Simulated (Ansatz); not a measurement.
# C2H9BSi2, SMILES B[SiH]([SiH3])C=C: a geometry optimisation

Run with the Python package of Ansatz (0.2.0).

The script, `opt_c2h9bsi2.py`:
```python
import itertools

import ansatz as az
from ase.data import atomic_numbers, covalent_radii
import numpy as np

BASIS_SET = "def2-SVP"
XC = "pbe0"

GEOMETRY = """
B    -0.15650    1.97340    0.52740
Si   -0.55130    0.11190    0.66700
Si    1.31570   -0.94050    1.17940
C    -1.12540   -0.52470   -0.93820
C    -0.48120   -0.46520   -2.07440
H     0.88660    2.45260    0.68050
H    -1.05850    2.75720    0.24300
H    -1.50270   -0.09850    1.71980
H     2.34490   -0.69310    0.17570
H     1.08790   -2.38220    1.33850
H     1.84940   -0.42110    2.49090
H    -2.16600   -0.98050   -0.93650
H    -0.93590   -0.82080   -3.00120
H     0.47990    0.00230   -2.04310
"""

system = az.Crystal.molecule()
for line in GEOMETRY.strip().splitlines():
    symbol, *xyz = line.split()
    system = system.atom(symbol, [float(v) for v in xyz])

model = (
    system.calculation()
    .basis(gaussian=BASIS_SET)
    .functional(XC)
)
symbols = [site.symbol for site in system.cartesian_sites]
start = np.array([site.position_ang for site in system.cartesian_sites], dtype=float)
def progress(event):
    if event["event"] == "relax_step":
        row = event["data"]
        print(f"step {row['step']:3d}  E = {row['lagrangian_ev']:.6f} eV  largest force component {row['allowed_force_max_ev_ang']:.4f} eV/A")


r = model.relax(force_tolerance=0.02).session().plan().execute(on_event=progress).report
end = np.array(r["positions_ang"])

print("reference energy %16.6f eV" % r["reference_energy_ev"])
print("total energy     %16.6f eV" % r["free_energy_ev"])
print("occupied orbitals outside the frozen core (up, down):", r["n_occupied"], " frozen:", r["n_frozen"], " virtual:", r["n_virtual"])

radius = [covalent_radii[atomic_numbers[s]] for s in symbols]
span = lambda where, i, j: np.linalg.norm(where[i] - where[j])
bonded = [(i, j) for i, j in itertools.combinations(range(len(symbols)), 2) if min(span(start, i, j), span(end, i, j)) < 1.2 * (radius[i] + radius[j])]
print("pair        before    after (A)")
for i, j in bonded:
    print(f"{symbols[i]}{i}-{symbols[j]}{j}".ljust(10), f"{span(start, i, j):8.4f} {span(end, i, j):8.4f}")
for first, second in list(itertools.combinations(bonded, 2)):
    shared = set(first) & set(second)
    if shared and symbols[(j := shared.pop())] != "H":
        i, k = sorted((set(first) | set(second)) - {j})
        u, v = end[i] - end[j], end[k] - end[j]
        angle = np.degrees(np.arccos(np.clip(u @ v / np.linalg.norm(u) / np.linalg.norm(v), -1, 1)))
        print(f"final angle {symbols[i]}{i}-{symbols[j]}{j}-{symbols[k]}{k}: {angle:.2f} deg")

charges = r["charge_distribution"]
dipole = np.array(charges["dipole_moment_e_ang"]) * 4.803205
print("dipole (D): {:.3f} {:.3f} {:.3f}, length {:.3f}".format(*dipole, np.linalg.norm(dipole)))
print("atom  Mulliken   Lowdin")
for symbol, m, l in zip(symbols, charges["mulliken_charges_e"], charges["lowdin_charges_e"]):
    print(f"{symbol:4s} {m:9.3f} {l:8.3f}")
```

```console
$ python opt_c2h9bsi2.py
step   1  E = -18632.161813 eV  largest force component 3.1853 eV/A
step   2  E = -18632.642527 eV  largest force component 0.8599 eV/A
step   3  E = -18632.625777 eV  largest force component 1.2083 eV/A
step   4  E = -18632.727641 eV  largest force component 0.2952 eV/A
step   5  E = -18632.745225 eV  largest force component 0.0843 eV/A
step   6  E = -18632.751226 eV  largest force component 0.1319 eV/A
step   7  E = -18632.739591 eV  largest force component 0.4530 eV/A
step   8  E = -18632.756036 eV  largest force component 0.1672 eV/A
step   9  E = -18632.766380 eV  largest force component 0.0706 eV/A
step  10  E = -18632.771100 eV  largest force component 0.2469 eV/A
[... 32 cycles left out ...]
step  43  E = -18632.860379 eV  largest force component 0.1811 eV/A
step  44  E = -18632.864529 eV  largest force component 0.0204 eV/A
step  45  E = -18632.865652 eV  largest force component 0.0299 eV/A
step  46  E = -18632.865714 eV  largest force component 0.1381 eV/A
step  47  E = -18632.865689 eV  largest force component 0.1410 eV/A
step  48  E = -18632.867301 eV  largest force component 0.0553 eV/A
step  49  E = -18632.867672 eV  largest force component 0.0128 eV/A
step  50  E = -18632.867789 eV  largest force component 0.0392 eV/A
step  51  E = -18632.867850 eV  largest force component 0.0246 eV/A
step  52  E = -18632.867907 eV  largest force component 0.0116 eV/A
reference energy    -18632.867940 eV
total energy        -18632.867940 eV
occupied orbitals outside the frozen core (up, down): [27, 27]  frozen: 0  virtual: [96, 96]
pair        before    after (A)
B0-Si1       1.9080   1.9950
B0-H5        1.1581   1.2093
B0-H6        1.2283   1.2090
Si1-Si2      2.2036   2.3703
Si1-C3       1.8198   1.8791
Si1-H7       1.4345   1.4997
Si2-H8       1.4587   1.4962
Si2-H9       1.4682   1.4969
Si2-H10      1.5082   1.4962
C3-C4        1.3075   1.3384
C3-H11       1.1360   1.0988
C4-H12       1.0919   1.0959
C4-H13       1.0692   1.0960
final angle Si1-B0-H5: 122.42 deg
final angle Si1-B0-H6: 119.87 deg
final angle B0-Si1-Si2: 102.54 deg
final angle B0-Si1-C3: 117.05 deg
final angle B0-Si1-H7: 113.54 deg
final angle H5-B0-H6: 117.47 deg
final angle Si2-Si1-C3: 107.74 deg
final angle Si2-Si1-H7: 104.81 deg
final angle Si1-Si2-H8: 110.51 deg
final angle Si1-Si2-H9: 109.42 deg
final angle Si1-Si2-H10: 111.27 deg
final angle C3-Si1-H7: 109.98 deg
final angle Si1-C3-C4: 124.80 deg
final angle Si1-C3-H11: 117.27 deg
final angle H8-Si2-H9: 108.36 deg
final angle H8-Si2-H10: 108.55 deg
final angle H9-Si2-H10: 108.66 deg
final angle C4-C3-H11: 117.91 deg
final angle C3-C4-H12: 121.79 deg
final angle C3-C4-H13: 122.14 deg
final angle H12-C4-H13: 116.07 deg
dipole (D): -0.286 0.012 -0.745, length 0.798
atom  Mulliken   Lowdin
B       -0.026   -0.088
Si       0.147    0.199
Si       0.167    0.237
C       -0.266   -0.139
C       -0.064    0.014
H        0.007   -0.015
H        0.016   -0.012
H       -0.030   -0.045
H       -0.049   -0.064
H       -0.043   -0.062
H       -0.048   -0.065
H        0.065    0.021
H        0.060    0.009
H        0.063    0.010
```

Total energies depend on the basis set; only differences at equal settings carry meaning. The end point is the stationary point reached from this start; no frequency run checks that it is a minimum, and the basis set is modest. The Löwdin charges here are taken after orthogonalising the functions within each atom; they differ from plain Löwdin charges, and their signs can be unphysical. Finished in 5.1 min on 1 thread of Arm Neoverse V2, with other jobs on the host, peak memory 0.37 GiB.
